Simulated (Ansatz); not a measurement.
**BGeO (sextet): wave-function methods side by side, cc-pVTZ**

An exercise on one series of results from a longer session: the logs are not shown, and one member is left open.

Method: cc-pVTZ, core rule «outside noble gas», up to 16 orbitals frozen; program: Ansatz 0.2.0, Gaussian basis.

To be run: UHF; CCSD(T) on ROHF; CCSD(T) on UHF; BCCD(T) on ROHF; CCSDT(Q) on ROHF; CCSDT(Q) on UHF; CASSCF and NEVPT2, 13 electrons in 12 orbitals.

8 further runs of the same task are left out: 3 for a known fault of the program, 5 set aside as unsound or not needed.

### The geometry

The geometry is a PBE0/def2-TZVP stationary point (not a proven minimum) of the parent state, kept for this charge and spin. No spin-orbit coupling is included. The filled d shell of Ge may be among the frozen orbitals whatever the setting's name suggests; the logs give the count.

3 atoms, charge 0, spin multiplicity 6.

Atoms are counted from 1 here; the program's logs count them from 0.

Bond lengths: Ge1–B2 1.975 Å, B2–O3 1.208 Å. Angles: Ge1–B2–O3 180.0°.

Coordinates:

```xyz
3
BGeO
Ge    0.00000    0.00000    1.71910
B     0.00000    0.00000   -0.25550
O     0.00000    0.00000   -1.46360
```

Set-up of the first run:

in.yaml

```yaml
crystal:
  periodic: [false, false, false]
  atoms:
    - {symbol: Ge, position_ang: [0.000000, 0.000000, 1.719100]}
    - {symbol: B, position_ang: [0.000000, 0.000000, -0.255500]}
    - {symbol: O, position_ang: [0.000000, 0.000000, -1.463600]}
basis:
  gaussian: {orbitals: cc-pVTZ}
magnetization: {spin_polarized: true, initial_magnetization: 5}
hamiltonian: {xc: hf}
output: {orbitals: {seedname: orbitals}}
```

Started as:

```console
$ ansatz run in.yaml --threads 1 --pin off --events-out ev --progress --plain --max-ram 2816MiB --backend cpu
```

Among the steps run: UHF; CCSD(T) on ROHF; CCSD(T) on UHF; BCCD(T) on ROHF; CCSDT(Q) on ROHF; CCSDT(Q) on UHF; CASSCF and NEVPT2, 13 electrons in 12 orbitals.

One table of the session follows, with a row left open; its other results are not shown here.

| method | from RCCSDT(Q) (kcal/mol) |
| --- | --- |
| ROHF | +221.25 |
| UHF | +214.40 |
| RMP2 | +32.65 |
| UMP2 | +33.19 |
| RCCSD | +14.18 |
| UCCSD | +13.50 |
| RCCSD(T) | +6.26 |
| UCCSD(T) | ? |
| BCCD(T) | +6.28 |
| RCCSDT | +2.25 |
| UCCSDT | +1.77 |
| RCCSDT(Q) | 0 |
| UCCSDT(Q) | -0.46 |
| CASSCF valence | +177.16 |
| NEVPT2 valence | +39.65 |

Estimate the missing values for UCCSD(T).

The run gave: from RCCSDT(Q) (kcal/mol): +5.77. In the column «from RCCSDT(Q) (kcal/mol)» it lies between RCCSDT (+2.25) and RCCSD(T) (+6.26).

The program flags RCCSDT(Q) as in doubt (see the logs), so the zero of the table is itself unsure.

To keep in mind: The report flags that the cluster equations may have other roots. The program flags RCCSDT(Q) as in doubt, so the zero of the table is itself unsure. Restricted and unrestricted rows rest on different reference determinants; where their highest levels disagree by more than a few hundredths of an eV, they describe different states and don't form one ladder.
